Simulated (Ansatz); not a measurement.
**LaIn2Rh (Cmcm): the equilibrium volume, part 1 of 2**

Aim: the volume at which the pressure of LaIn2Rh (Cmcm) vanishes.

Computed with Ansatz 0.2.0 (DFT PBEsol, scalar-relativistic, plane waves, PAW, unless a step's input says otherwise).

### Step 1. The starting structure

The structure is orthorhombic, space group Cmcm (No. 63). Conventional cell: a = 4.497 Å, b = 10.291 Å, c = 7.977 Å, α = 90.00°, β = 90.00°, γ = 90.00°. La (site symmetry m2m) has 3 Rh at 2.83 to 3.23 Å as nearest neighbours. In (site symmetry m) is surrounded by 3 Rh at 2.81 to 2.83 Å and 4 In at 3.16 to 3.18 Å. Rh (site symmetry m2m) is surrounded by 6 In at 2.81 to 2.83 Å and 1 La at 2.83 Å.

Structure file:

```cif
data_structure
_symmetry_space_group_name_H-M 'P 1'
_symmetry_Int_Tables_number 1
_cell_length_a 5.6153
_cell_length_b 5.6153
_cell_length_c 7.9774
_cell_angle_alpha 90.000
_cell_angle_beta 90.000
_cell_angle_gamma 132.792
_cell_volume 184.59
loop_
_atom_site_label
_atom_site_type_symbol
_atom_site_fract_x
_atom_site_fract_y
_atom_site_fract_z
_atom_site_occupancy
La1 La 0.93563 0.06437 0.75000 1
La2 La 0.06437 0.93563 0.25000 1
In1 In 0.64826 0.35174 0.55097 1
In2 In 0.35174 0.64826 0.05097 1
In3 In 0.35174 0.64826 0.44903 1
In4 In 0.64826 0.35174 0.94903 1
Rh1 Rh 0.21073 0.78927 0.75000 1
Rh2 Rh 0.78927 0.21073 0.25000 1
```

### Step 2. At the starting volume (PBEsol, 4×4×2 mesh)

The input, input.yaml:

```yaml
crystal:
  lattice:
    - [2.2484453, -5.14553847, 0.0]
    - [2.2484453, 5.14553847, 0.0]
    - [0.0, 0.0, 7.97741569]
  atoms:
    - { symbol: La, position: [0.93563, 0.06437, 0.75] }
    - { symbol: La, position: [0.06437, 0.93563, 0.25] }
    - { symbol: In, position: [0.64826, 0.35174, 0.55097] }
    - { symbol: In, position: [0.35174, 0.64826, 0.05097] }
    - { symbol: In, position: [0.35174, 0.64826, 0.44903] }
    - { symbol: In, position: [0.64826, 0.35174, 0.94903] }
    - { symbol: Rh, position: [0.21073, 0.78927, 0.75] }
    - { symbol: Rh, position: [0.78927, 0.21073, 0.25] }
basis:
  ecutwfc: 420
kpoints:
  mp_grid: { grid: [4, 4, 2] }
hamiltonian:
  xc: pbesol
scf:
  occupations: { method: gaussian, width: 0.1 }
output:
  forces: true
  stress: true
  eigenvalues: true
```

Run with:

```bash
$ ansatz run input.yaml --threads 8 --pin off --max-ram 14336MiB --backend cpu --events-out ev --progress --plain --runs-dir out
```

Output, shortened:

```text
Warning: RAYON_NUM_THREADS=8 ignored (pool sized by the plan → 8); use --threads N
[...]
Pseudopotentials: kind: paw
Pseudopotential: La, paw, valence charge 11, recommended cutoff 420 eV (normal), La.paw.azcp
Pseudopotential: In, paw, valence charge 13, recommended cutoff 420 eV (normal), In.paw.azcp
Pseudopotential: Rh, paw, valence charge 17, recommended cutoff 420 eV (normal), Rh.paw.azcp
Functional definition: PBEsol
[...]
Crystal: 8 atoms, lattice volume = 184.589 Å³
Basis set: ecut = 420 eV, 3629 PW (Γ), exchange–correlation on 80×80×108 points (8 copies of the dense FFT grid, shifted against one another)
Bands: 65, of which v1, the nominal top of the filled ones, is band 54 counted from 1 (53 counted from 0)
Symmetry: 8 space group operations
Space group: Cmcm (ITA 63), of the structure as read, at distance tolerance 5.7e-5 Å
k-points: 14 of 32
[...]
SCF iter   1: F=—  HF=-47107.021953 eV  |F-HF|=—  |Δ(HF+E_count)|=         —  Δρ=7.31e-3  dr2=1.34e-1  ethr=1.77e-3  ⟨swp⟩=5.4  Hψ=3150  notcnv=0
[...]
SCF iter   7: F=-47107.001966 eV  HF=-47107.001966 eV  |F-HF|=1.96e-9  |Δ(HF+E_count)|=   1.47e-8  Δρ=2.51e-6  dr2=1.07e-8  ethr=9.26e-11  ⟨swp⟩=12.4  Hψ=4534  notcnv=0
[...]
SCF converged after 7 iterations
Free energy (F): -47107.001966 eV
[...]
E sigma→0 (E₀):  -47106.993837 eV
Entropy (-TS):   -0.016257 eV (-2.032 meV/atom)
Fermi energy:    13.612539 eV
[...]
--- Forces (eV/Å), atoms counted from 1 ---
  atom   1  La     0.00000000    -0.06969212     0.00000000
  atom   2  La     0.00000000     0.06969212     0.00000000
  atom   3  In     0.00000000    -0.11675557     0.02698027
  atom   4  In    -0.00000000     0.11675557     0.02698027
  atom   5  In    -0.00000000     0.11675557    -0.02698027
  atom   6  In     0.00000000    -0.11675557    -0.02698027
  atom   7  Rh     0.00000000     0.14795823     0.00000000
  atom   8  Rh     0.00000000    -0.14795823     0.00000000
[...]
--- Stress (GPa, compression-positive) ---
       -1.978960       0.000000       0.000000
        0.000000      -3.886221       0.000000
        0.000000       0.000000      -1.478106
  P = ⅓ Tr σ = -2.4478 GPa (-24.478 kbar)
--- Band table (eV; the first three rows and the last of 14) ---
[...]
```

It took 1.6 s on 8 threads of Arm Neoverse V1, shared host; peak memory 0.93 GiB.

In short: volume 23.074 Å³/atom, pressure -2.45 GPa, a metal on this mesh.

(Continued in part 2 of 2.)
